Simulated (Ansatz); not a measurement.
# CH8FNSi: the cost of one run

Program: Ansatz 0.2.0. Level of theory: RKS B3LYP-D4/6-31G. These are calculated values, not measurements.

### Step 1. The starting structure

Bond lengths: Si1–N2 1.723 Å, Si1–H3 1.457 Å, Si1–H4 1.463 Å, Si1–H5 1.475 Å, N2–H6 1.008 Å, N2–H7 1.008 Å, C8–F9 1.366 Å, C8–H10 1.090 Å, C8–H11 1.091 Å, C8–H12 1.091 Å. Angles (14 of 15 angles, heavy atoms first): Si1–N2–H6 119.0°, Si1–N2–H7 118.4°, N2–Si1–H3 105.3°, N2–Si1–H4 105.0°, N2–Si1–H5 115.0°, F9–C8–H10 108.1°, F9–C8–H11 108.1°, F9–C8–H12 108.0°, H6–N2–H7 110.0°, H3–Si1–H4 113.8°, H3–Si1–H5 109.7°, H4–Si1–H5 108.1°, H10–C8–H11 110.8°, H10–C8–H12 110.9°.

Structure file:

```xyz
12

Si   -0.1682    0.8038   -1.7554
N     0.2083   -0.8727   -1.8832
H     1.1128    1.4719   -1.5663
H    -0.8287    1.1419   -3.0163
H    -1.0808    1.1563   -0.6515
H    -0.5281   -1.5235   -2.1054
H     0.8324   -1.2777   -1.2034
C     0.0303   -0.1986    2.4684
F     1.1934    0.1591    1.8468
H    -0.6527   -0.5849    1.7112
H    -0.3848    0.6896    2.9466
H     0.2662   -0.9651    3.2086
```

### Step 2. Preparing the start

Contents of input.yaml:

```yaml
crystal:
  periodic: [false, false, false]
  atoms:
    - { symbol: Si, position_ang: [-0.1682, 0.8038, -1.7554] }
    - { symbol: "N", position_ang: [0.2083, -0.8727, -1.8832] }
    - { symbol: H, position_ang: [1.1128, 1.4719, -1.5663] }
    - { symbol: H, position_ang: [-0.8287, 1.1419, -3.0163] }
    - { symbol: H, position_ang: [-1.0808, 1.1563, -0.6515] }
    - { symbol: H, position_ang: [-0.5281, -1.5235, -2.1054] }
    - { symbol: H, position_ang: [0.8324, -1.2777, -1.2034] }
    - { symbol: C, position_ang: [0.0303, -0.1986, 2.4684] }
    - { symbol: F, position_ang: [1.1934, 0.1591, 1.8468] }
    - { symbol: H, position_ang: [-0.6527, -0.5849, 1.7112] }
    - { symbol: H, position_ang: [-0.3848, 0.6896, 2.9466] }
    - { symbol: H, position_ang: [0.2662, -0.9651, 3.2086] }
basis:
  gaussian: { orbitals: "6-31G" }
hamiltonian:
  xc: b3lyp
  dispersion: d4
relax:
  f_tol: 0.02
  max_steps: 40
scf:
  lower_state_search: "off"
```

The run is started by

```console
> ansatz run input.yaml --threads 1 --pin off --max-ram 2048MiB --backend cpu --events-out ev --progress --plain --runs-dir out
```

**Question.** How long does this run take on 1 thread of Arm Neoverse V2, shared host, and how much memory does it need?

About 29 s, with a peak of 0.14 GiB.
